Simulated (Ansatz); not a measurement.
# C2H2AlClS: one species, many methods

How much do the methods differ for C2H2AlClS? The plan is to run it at one geometry with functionals of several rungs and with coupled cluster, and see how far each lands from CCSD(T) at the basis-set limit for the atomisation energy.

Program: Ansatz 0.2.0, Gaussian basis. Level of theory: functionals in def2-TZVPP, the program's frozen cores in correlated methods. These are calculated values, not measurements.

Levels to be run: LDA (SPW92), PBE-D4, revPBE-D4, BLYP-D4, r2SCAN-D4, B97M-V, PBE0-D4, B3LYP-D4, r2SCANh-D4, r2SCAN0-D4, HSE06-D4, BHLYP-D4, CAM-B3LYP-D4, LC-ωPBE, ωB97X-V, ωB97M-V, B2PLYP, PBE-QIDH; CCSD(T)/def2-SVP; CCSD(T)/def2-TZVPP; MP2/def2-QZVPP; extrapolation to the limit; RPA on PBE.

### Step 1. Structure used throughout

All runs share one geometry, relaxed beforehand with PBE0-D4 in a triple-zeta def2 set.

7 atoms, charge 0, spin multiplicity 1.

Atoms are counted from 1 here; the program's logs count them from 0.

Bond lengths: S1–C2 1.868 Å, S1–Al4 2.120 Å, C2–C3 1.322 Å, C2–Al4 1.864 Å, C3–H6 1.085 Å, C3–H7 1.087 Å, Al4–Cl5 2.065 Å. Angles: C2–S1–Al4 55.3°, S1–C2–C3 126.7°, S1–C2–Al4 69.2°, C3–C2–Al4 164.1°, C2–C3–H6 119.9°, C2–C3–H7 122.8°, H6–C3–H7 117.3°, S1–Al4–C2 55.5°, S1–Al4–Cl5 148.6°, C2–Al4–Cl5 156.0°.

### Step 2. LDA

This LDA is Slater exchange with PW92 correlation.

in.yaml reads:

```yaml
crystal:
  periodic: [false, false, false]
  atoms:
    - {symbol: S, position_ang: [-0.890643, -1.545523, -0.606959]}
    - {symbol: C, position_ang: [0.135667, -0.148649, 0.089130]}
    - {symbol: C, position_ang: [1.202625, -0.261810, 0.860758]}
    - {symbol: Al, position_ang: [-1.269208, 0.513094, -0.942623]}
    - {symbol: Cl, position_ang: [-2.436267, 1.968648, -1.827557]}
    - {symbol: H, position_ang: [1.718511, 0.628574, 1.204851]}
    - {symbol: H, position_ang: [1.600415, -1.222335, 1.176600]}
basis:
  gaussian: {orbitals: def2-TZVPP}
hamiltonian: {xc: lda}
output: {orbitals: {seedname: orbitals}}
```

Run with:

```console
ansatz run in.yaml --threads 2 --pin off --events-out ev --progress --plain --max-ram 4352MiB
```

After this run come: PBE-D4 (GGA); revPBE-D4 (GGA); BLYP-D4 (GGA); r2SCAN-D4 (meta-GGA); B97M-V (meta-GGA); PBE0-D4 (hybrid); B3LYP-D4 (hybrid); r2SCANh-D4 (hybrid); r2SCAN0-D4 (hybrid); HSE06-D4 (hybrid); BHLYP-D4 (hybrid); CAM-B3LYP-D4 (range-separated); LC-ωPBE (range-separated); ωB97X-V (range-separated); ωB97M-V (range-separated); B2PLYP (double hybrid); PBE-QIDH (double hybrid); CCSD(T) in def2-SVP; CCSD(T) in def2-TZVPP; MP2 in def2-QZVPP; RPA on PBE orbitals.

**Question.** What will the summary of the whole plan be? Wanted: atomisation energy, CCSD(T)/CBS; farthest beyond LDA; mean size of error, GGA; mean size of error, meta-GGA; mean size of error, hybrid; mean size of error, range-separated; mean size of error, double hybrid; gap, smallest and largest; T1 diagnostic.

**Answer**, as computed:

| quantity | value |
| --- | --- |
| atomisation energy, CCSD(T)/CBS | 27.441 eV |
| functionals within 0.137 eV (0.5 %) | BLYP-D4, ωB97X-V, PBE-QIDH |
| farthest beyond LDA | BHLYP-D4 (-1.152 eV) |
| mean size of error, GGA | 0.446 eV |
| mean size of error, meta-GGA | 0.486 eV |
| mean size of error, hybrid | 0.409 eV |
| mean size of error, range-separated | 0.155 eV |
| mean size of error, double hybrid | 0.235 eV |
| gap, smallest and largest | 3.15 eV (BLYP-D4), 9.81 eV (LC-ωPBE) |
| T1 diagnostic | 0.0137 |
| triples share of the correlation energy | 5.0 % |

What this shows: The LDA atomisation energy is off by 4.436 eV (16 %): it overbinds. PBE-D4 is off by +1.003 eV. Double hybrids carry the basis error of their MP2 part in triple zeta, and no dispersion term here, so their miss is partly the set-up's. By mean error the best rung here is range-separated (0.155 eV) and the worst beyond LDA is meta-GGA (0.486 eV). Misses under about 0.137 eV are within the doubt on the reference itself, which lacks core-valence correlation, relativity and higher excitations. Hartree-Fock recovers 71 % of the binding; the rest is correlation. CCSD(T) in def2-SVP is off by -1.751 eV, worse than the median functional, from the basis alone. The gap grows from 3.1 to 9.8 eV across the functionals, mostly with the share of exact exchange. The restricted reference is unstable towards a spin-broken one.
